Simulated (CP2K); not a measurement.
Here is a CP2K 2026.2 calculation.

File sif_bands.inp:

```
&GLOBAL
  PROJECT sif_bands
  RUN_TYPE ENERGY_FORCE
  PRINT_LEVEL LOW
&END GLOBAL
&FORCE_EVAL
  METHOD QS
  STRESS_TENSOR ANALYTICAL
  &DFT
    BASIS_SET_FILE_NAME BASIS_MOLOPT_UZH
    POTENTIAL_FILE_NAME POTENTIAL_UZH
    &MGRID
      CUTOFF 1100
      REL_CUTOFF 60
      NGRIDS 4
    &END MGRID
    &QS
      METHOD GPW
      EPS_DEFAULT 1.0E-10
    &END QS
    &KPOINTS
      SCHEME MONKHORST-PACK 12 12 12
      GAMMA_CENTERED T
      SYMMETRY T
      SYMMETRY_BACKEND SPGLIB
    &END KPOINTS
    &SCF
      SCF_GUESS ATOMIC
      EPS_SCF 1.0E-6
      MAX_SCF 100
      ADDED_MOS 10
      CHOLESKY OFF
      EPS_EIGVAL 1.0E-7
      &DIAGONALIZATION ON
        ALGORITHM STANDARD
      &END DIAGONALIZATION
      &MIXING ON
        METHOD BROYDEN_MIXING
        ALPHA 0.4
        BETA 1.5
        NBUFFER 8
      &END MIXING
      &SMEAR ON
        METHOD FERMI_DIRAC
        ELECTRONIC_TEMPERATURE [K] 580.226
      &END SMEAR
    &END SCF
    &XC
      &XC_FUNCTIONAL
        &GGA_X_PBE
        &END GGA_X_PBE
        &GGA_C_PBE
        &END GGA_C_PBE
      &END XC_FUNCTIONAL
    &END XC
    &PRINT
      &KPOINTS ON
      &END KPOINTS
      &MULLIKEN ON
      &END MULLIKEN
      &MO ON
        ENERGIES T
        OCCUPATION_NUMBERS T
        &EACH
          QS_SCF 0
        &END EACH
        ADD_LAST NUMERIC
      &END MO
      &LOWDIN ON
      &END LOWDIN
      &HIRSHFELD ON
        SHAPE_FUNCTION DENSITY
      &END HIRSHFELD
      &BAND_STRUCTURE
        FILE_NAME bands.bs
        ADDED_MOS 2
        &KPOINT_SET
          UNITS B_VECTOR
          NPOINTS 6
          SPECIAL_POINT GAMMA 0.00000000 0.00000000 0.00000000
          SPECIAL_POINT L 0.50000000 0.00000000 0.00000000
          SPECIAL_POINT B1 0.50000000 0.19286873 -0.19286873
        &END KPOINT_SET
        &KPOINT_SET
          UNITS B_VECTOR
          NPOINTS 6
          SPECIAL_POINT B 0.80713127 0.50000000 0.19286873
          SPECIAL_POINT Z 0.50000000 0.50000000 0.50000000
          SPECIAL_POINT GAMMA 0.00000000 0.00000000 0.00000000
          SPECIAL_POINT X 0.34643436 0.00000000 -0.34643436
        &END KPOINT_SET
        &KPOINT_SET
          UNITS B_VECTOR
          NPOINTS 6
          SPECIAL_POINT Q 0.65356564 0.34643436 0.00000000
          SPECIAL_POINT F 0.50000000 0.50000000 0.00000000
          SPECIAL_POINT P1 0.65356564 0.65356564 0.19286873
          SPECIAL_POINT Z 0.50000000 0.50000000 0.50000000
        &END KPOINT_SET
        &KPOINT_SET
          UNITS B_VECTOR
          NPOINTS 6
          SPECIAL_POINT L 0.50000000 0.00000000 0.00000000
          SPECIAL_POINT P 0.80713127 0.34643436 0.34643436
        &END KPOINT_SET
      &END BAND_STRUCTURE
    &END PRINT
  &END DFT
  &SUBSYS
    &CELL
      ABC 4.1935608356 4.1935608356 4.1935602438
      ALPHA_BETA_GAMMA 37.2295085011 37.2295085006 37.2295458683
      PERIODIC XYZ
    &END CELL
    &COORD
      SCALED
      Si  0.5000000000 0.5000000000 0.5000000000
      F   0.0000000000 0.0000000000 0.0000000000
    &END COORD
    &KIND Si
      BASIS_SET TZVP-MOLOPT-PBE-GTH-q4
      POTENTIAL GTH-PBE-q4
    &END KIND
    &KIND F
      BASIS_SET TZVP-MOLOPT-PBE-GTH-q7
      POTENTIAL GTH-PBE-q7
    &END KIND
    &PRINT
      &ATOMIC_COORDINATES ON
      &END ATOMIC_COORDINATES
      &CELL ON
      &END CELL
    &END PRINT
  &END SUBSYS
  &PRINT
    &FORCES ON
    &END FORCES
    &STRESS_TENSOR ON
    &END STRESS_TENSOR
  &END PRINT
&END FORCE_EVAL
```

Potentials or basis: POTENTIAL_UZH Si GTH-PBE-q4, F GTH-PBE-q7; TZVP-MOLOPT-PBE-GTH basis.

The run is started by

```bash
$ OMP_NUM_THREADS=1 cp2k.psmp -i sif_bands.inp -o sif_bands.out
```

Q: Predict the Hirshfeld charges.

A: Si +0.19; F -0.19 e.

Q: What does it give for the band gap on the k mesh?

A: None (metal or under the smearing width).

Levels at the corners of the path, in eV from the Fermi level:
```tsv
point	band 3	band 4	band 5	band 6	band 7	band 8	band 9	band 10
Γ	-7.28	-3.35	-3.35	3.36	8.74	10.86	10.86	13.65
L	-5.76	-4.62	-3.93	-2.06	2.97	6.06	9.09	10.43
B1	-6.12	-5.94	-2.65	-1.57	-0.40	4.84	10.39	12.21
B	-6.12	-5.94	-2.65	-1.57	-0.40	4.84	10.39	12.21
Z	-3.38	-3.38	-3.24	-0.76	10.54	10.54	12.68	13.87
Γ	-7.28	-3.35	-3.35	3.36	8.74	10.86	10.86	13.65
X	-6.14	-5.72	-3.01	-1.04	-0.97	4.79	10.62	11.88
Q	-6.14	-5.72	-3.01	-1.04	-0.97	4.79	10.62	11.88
F	-6.53	-5.03	-4.00	-1.56	5.30	6.61	8.02	9.25
P1	-7.11	-3.98	-3.81	-2.00	4.51	6.49	8.59	9.55
Z	-3.38	-3.38	-3.24	-0.76	10.54	10.54	12.68	13.87
L	-5.76	-4.62	-3.93	-2.06	2.97	6.06	9.09	10.43
P	-7.11	-3.98	-3.81	-2.00	4.51	6.49	8.59	9.55
```

Caveat: the basis of atomic orbitals isn't converged, which shifts pressures, moduli and gaps; an odd number of electrons without spin polarisation forces a metal; a magnetic or distorted state may lie lower.
